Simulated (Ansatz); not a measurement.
# BrH5SSi: the cost of one run

The runs use Ansatz 0.2.0, Gaussian basis; PBE0-D4, def2-SVP first, then def2-TZVP.

152 further runs of the same task are left out: 152 set aside as unsound or not needed.

### Step 1. The system as given

The guess: 8 atoms, charge 0, spin multiplicity 1.

Atoms are counted from 1 here; the program's logs count them from 0.

Bond lengths: Si1–H3 1.446 Å, Si1–H4 1.449 Å, Si1–H5 1.474 Å, Si1–S7 2.313 Å, H6–S7 1.489 Å, S7–H8 1.328 Å. Angles: H3–Si1–H4 134.7°, H3–Si1–H5 106.9°, H3–Si1–S7 102.4°, H4–Si1–H5 106.1°, H4–Si1–S7 104.3°, H5–Si1–S7 95.4°, Si1–S7–H6 81.0°, Si1–S7–H8 96.4°, H6–S7–H8 90.4°.

Geometry (Å):

```mol
BrH5SSi
  3D, bonds by distance, orders not assigned

  8  6  0  0  0  0  0  0  0  0999 V2000
   -0.3741   -0.1155   -0.9029 Si  0  0
    2.3037   -0.5708    0.2345 Br  0  0
   -0.1469   -1.5286   -1.1112 H   0  0
    0.3566    1.0937   -1.2258 H   0  0
   -1.7802    0.1495   -1.2575 H   0  0
    0.7514   -0.3287    1.3727 H   0  0
   -0.6997    0.0052    1.3838 S   0  0
   -0.4107    1.2952    1.5063 H   0  0
  1  3  8  0
  1  4  8  0
  1  5  8  0
  1  7  8  0
  6  7  8  0
  7  8  8  0
M  END
```

Distances that are to change: Si1–S7 2.31 Å, Br2–H6 1.94 Å, Si1–Br2 2.94 Å, H6–S7 1.49 Å.

### Step 2. Constrained relaxation of the guess

File hold/in.yaml:

```yaml
crystal:
  periodic: [false, false, false]
  atoms:
    - {symbol: Si, position_ang: [-0.374100, -0.115500, -0.902900]}
    - {symbol: Br, position_ang: [2.303700, -0.570800, 0.234500]}
    - {symbol: H, position_ang: [-0.146900, -1.528600, -1.111200]}
    - {symbol: H, position_ang: [0.356600, 1.093700, -1.225800]}
    - {symbol: H, position_ang: [-1.780200, 0.149500, -1.257500]}
    - {symbol: H, position_ang: [0.751400, -0.328700, 1.372700]}
    - {symbol: S, position_ang: [-0.699700, 0.005200, 1.383800]}
    - {symbol: H, position_ang: [-0.410700, 1.295200, 1.506300]}
basis:
  gaussian: {orbitals: def2-SVP}
hamiltonian: {xc: pbe0, dispersion: d4}
relax: {f_tol: 0.04, max_steps: 150, escape_saddle: false, constraints: [{distance: [0, 6]}, {distance: [1, 5]}, {distance: [0, 1]}, {distance: [5, 6]}]}
```

Run with:

```sh
ansatz run in.yaml --threads 4 --pin off --events-out ev --progress --plain --max-ram 9574MiB
```

**Question.** How long does this run take on 4 threads of Intel Xeon 6975P-C, shared host?

About 4.7 s.
